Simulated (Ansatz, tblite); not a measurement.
## A script for KSrCl₃ (GFN2-xTB)

These are simulated results from tblite 0.8.0, not measurements. The cell was built from a prototype and was relaxed with r2SCAN in plane waves (Ansatz 0.2.0). It may be hypothetical. All runs are without spin polarisation.

It is cubic, Pm-3m (No. 221); conventional cell a = 5.636 Å, 35.81 Å³ an atom. K is surrounded by 12 Cl at 3.99 Å; Sr is surrounded by 6 Cl at 2.82 Å; Cl is surrounded by 2 Sr at 2.82 Å and 4 K at 3.99 Å.

tblite solves periodic systems at the zone centre alone, so the script builds a cluster of 2×2×2 conventional cells (40 atoms), which folds in a coarse mesh of k points.

run.py reads:

```python
import json
from ase import Atoms
from ase.build import make_supercell
from ase.units import Bohr, GPa, Hartree
from tblite.interface import Calculator

atoms = Atoms(['K', 'Sr', 'Cl', 'Cl', 'Cl'],
              cell=[[5.63620017, 0.0, 0.0], [0.0, 5.63620017, 0.0], [0.0, 0.0, 5.63620017]],
              scaled_positions=[[0.0, 0.0, 0.0], [0.5, 0.5, 0.5], [0.5, 0.5, 0.0], [0.5, 0.0, 0.5], [0.0, 0.5, 0.5]],
              pbc=True)
cluster = make_supercell(atoms, [[2, 0, 0], [0, 2, 0], [0, 0, 2]])
calc = Calculator('GFN2-xTB', cluster.numbers, cluster.positions / Bohr, lattice=cluster.cell[:] / Bohr, periodic=cluster.pbc)
calc.set('temperature', 0.02 / Hartree)
calc.set('max-iter', 150)
res = calc.singlepoint()
levels = res.get('orbital-energies') * Hartree
nv = round(res.get('orbital-occupations').sum() / 2)
cells = len(cluster) // len(atoms)
out = {'energy_per_cell': res.get('energy') * Hartree / cells, 'homo': levels[nv - 1], 'lumo': levels[nv],
       'stress': (-res.get('virial') * Hartree / cluster.get_volume() / GPa).tolist(), 'charges': res.get('charges')[:len(atoms)].tolist(), 'electrons': 2 * nv / cells}
json.dump(out, open('results.json', 'w'))
for key, value in out.items():
    print(key, value)
```

Command: `python run.py`. It took 2.3 s on 1 thread of Arm Neoverse V2 (shared host), peak memory 0.1 GiB.

What it printed:

```
------------------------------------------------------------
  cycle        total energy    energy error   density error
------------------------------------------------------------
      1     -115.2196070294  -1.1525599E+02   3.5071989E-01
      2     -116.5509833670  -1.3313763E+00   1.7782827E-01
      3     -116.4904429838   6.0540383E-02   1.5980171E-01
      4     -117.4380349191  -9.4759194E-01   4.0545998E-02
      5     -117.4504854436  -1.2450525E-02   3.4244495E-02
      6     -117.4790313514  -2.8545908E-02   8.6100181E-03
      7     -117.4822506959  -3.2193445E-03   6.5050912E-03
      8     -117.4855799287  -3.3292328E-03   3.7428752E-03
      9     -117.4858131465  -2.3321779E-04   2.7919004E-03
     10     -117.4861851797  -3.7203327E-04   2.2266516E-05
     11     -117.4861842326   9.4714817E-07   1.4058837E-04
     12     -117.4861850282  -7.9566675E-07   5.9063865E-05
     13     -117.4861851771  -1.4883766E-07   2.1190741E-05
     14     -117.4861851896  -1.2471133E-08   1.4226366E-05
------------------------------------------------------------

 total:                                   1.816 sec
energy_per_cell -399.62024221539826
homo -12.481648910839699
lumo -9.680661184758986
stress [[-1.6353674757220618, 3.1179954997836735e-06, 3.1308955395673583e-06], [3.117995499771319e-06, -1.6353674757217893, 3.137446221714363e-06], [3.1308955395708104e-06, 3.137446221763491e-06, -1.6353674757221957]]
charges [0.710539297071709, 0.5997906436784574, -0.43677833631547563, -0.4367783363153308, -0.4367783363154482]
electrons 24.0
```

The cycle table is in hartree for the whole cluster, and the lines after it are in eV (the energy for one cell). The printed stress is in GPa and positive in compression, and the pressure is its mean diagonal.

GFN2-xTB gives a gap of 2.80 eV. On the same cell, plane-wave PBE (Ansatz, 4×4×4 k points and the special points) gives a gap of 4.48 eV and r2SCAN a gap of 5.19 eV; on shared hosts these took about 3.2 and 8.7 core-seconds on the 5-atom cell, against 2.3 for the script. Semilocal gaps usually lie below measured ones. xTB was fitted to molecules, so gaps, charges and pressures of solids can be far off, and the gap also depends on the size of the cluster.

The same script was run on cells scaled at fixed shape and fractional coordinates:

```json
{"volume (Å³/atom)": "31.51", "energy (meV/atom)": "-26.7", "pressure (GPa, positive in compression)": "59.59", "gap (eV)": "3.50"}
{"volume (Å³/atom)": "33.66", "energy (meV/atom)": "-20.2", "pressure (GPa, positive in compression)": "-1.27", "gap (eV)": "3.13"}
{"volume (Å³/atom)": "35.81", "energy (meV/atom)": "0.0", "pressure (GPa, positive in compression)": "-1.64", "gap (eV)": "2.80"}
{"volume (Å³/atom)": "37.96", "energy (meV/atom)": "25.7", "pressure (GPa, positive in compression)": "-2.09", "gap (eV)": "2.52"}
{"volume (Å³/atom)": "40.11", "energy (meV/atom)": "55.4", "pressure (GPa, positive in compression)": "-2.36", "gap (eV)": "2.26"}
```

A Birch-Murnaghan fit puts the minimum at 31.77 Å³/atom, 11.3 % below the given cell, with a bulk modulus of 23 GPa at fixed shape.

xTB was fitted mostly to molecules, and a small cluster samples few k points, so gaps, pressures and kinks along a curve can be far from a solid's.

The runs are scalar-relativistic, without spin-orbit coupling.
